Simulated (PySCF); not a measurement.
# The bond of BeSb, level by level

What are the lowest state that PBE0 finds, the bond length, vibrational wavenumber and bond energy of BeSb, and how much do these hang on the method?

Computed with PySCF 2.14.0. Level: Be def2-SVPD, Sb def2-SVPD with ECP28, scalar-relativistic core potentials.

## Step 1: The job

Settings of the job:

```
atoms                         : Be, Sb
charge                        : 0
basis                         : Be def2-SVPD, Sb def2-SVPD with ECP28
Hamiltonian                   : scalar-relativistic core potentials
basis functions               : 44
electrons treated             : 27
masses in u                   : 9.0122, 120.9038
levels                        : PBE0, PBE, r²SCAN, B3LYP, r²SCANh, revPBE, LC-ωPBE, HF, MP2, SCS-MP2, CCSD, CCSD(T)
grid                          : 80 radial by 434 angular points
occupations                   : held fixed by the projection of orbital angular momentum
dissociation limit            : Be + Sb, each in its ground configuration
starting distance in angstrom : 2.325
values of 2S to try           : 1, 3
```

On the command line:

```console
> OMP_NUM_THREADS=1 python dia.py task.json out
```

Further steps of the session: The PBE0 curve of the state that the search chose; Excited determinants; PBE (GGA); r²SCAN; B3LYP; r²SCANh (hybrid meta-GGA); revPBE (GGA); LC-ωPBE (range-separated hybrid); UHF (mean field); Correlated methods on the Hartree–Fock reference.

**Question.** What will these runs give? Wanted: for each run, Re; ωe; De; μ.

As calculated:

Lowest PBE0 solution found, without spin–orbit coupling: ⁴Σ⁻ (quartet), unpaired electrons σ ↑, π ↑↑. State 2 has its PBE0 minimum 0.14 eV higher, as a spin-mixed determinant (⟨S²⟩ = 1.76), so this is no gap between pure states. State 3 has its PBE0 minimum 0.38 eV higher, as a spin-mixed determinant (⟨S²⟩ = 1.76), so this is no gap between pure states. State 4 has its PBE0 minimum 0.41 eV higher. The other levels ran on the lowest alone.

| level | Re (Å) | ωe (cm⁻¹) | De (eV) | μ (D) |
| --- | --- | --- | --- | --- |
| UHF | 2.424 | 452 | 0.63 | -0.45 |
| UHF-MP2 | 2.429 | 446 | 0.66 | n/a |
| UHF-SCS-MP2 | 2.443 | 434 | 0.53 | n/a |
| UHF-CCSD | 2.473 | 384 | 0.277 | n/a |
| UHF-CCSD(T) | 2.477 | 384 | 0.337 | n/a |
| PBE | 2.412 | 446 | 1.28 | 0.48 |
| revPBE | 2.429 | 435 | 1.13 | 0.46 |
| r²SCAN | 2.406 | 457 | 1.36 | 0.19 |
| r²SCANh | 2.404 | 459 | 1.32 | 0.14 |
| B3LYP | 2.409 | 449 | 1.11 | 0.25 |
| PBE0 | 2.400 | 458 | 1.20 | 0.25 |
| LC-ωPBE | 2.372 | 483 | 1.11 | 0.02 |

De is counted to Be + Sb in their ground configurations. A positive dipole means Be(−)Sb(+).

The methods spread over 0.105 Å in bond length, from LC-ωPBE to UHF-CCSD(T). CCSD(T) can't serve as the judge here: for a weak bond in this basis it is far from its limit. Among the levels with a De in the table, it runs from 0.277 eV (UHF-CCSD) to 1.36 eV (r²SCAN).

Correlated steps freeze 4 core orbitals. Spin–orbit coupling is left out, which matters for elements this heavy, above all for dissociation energies. With spin–orbit coupling the term label itself may not hold.
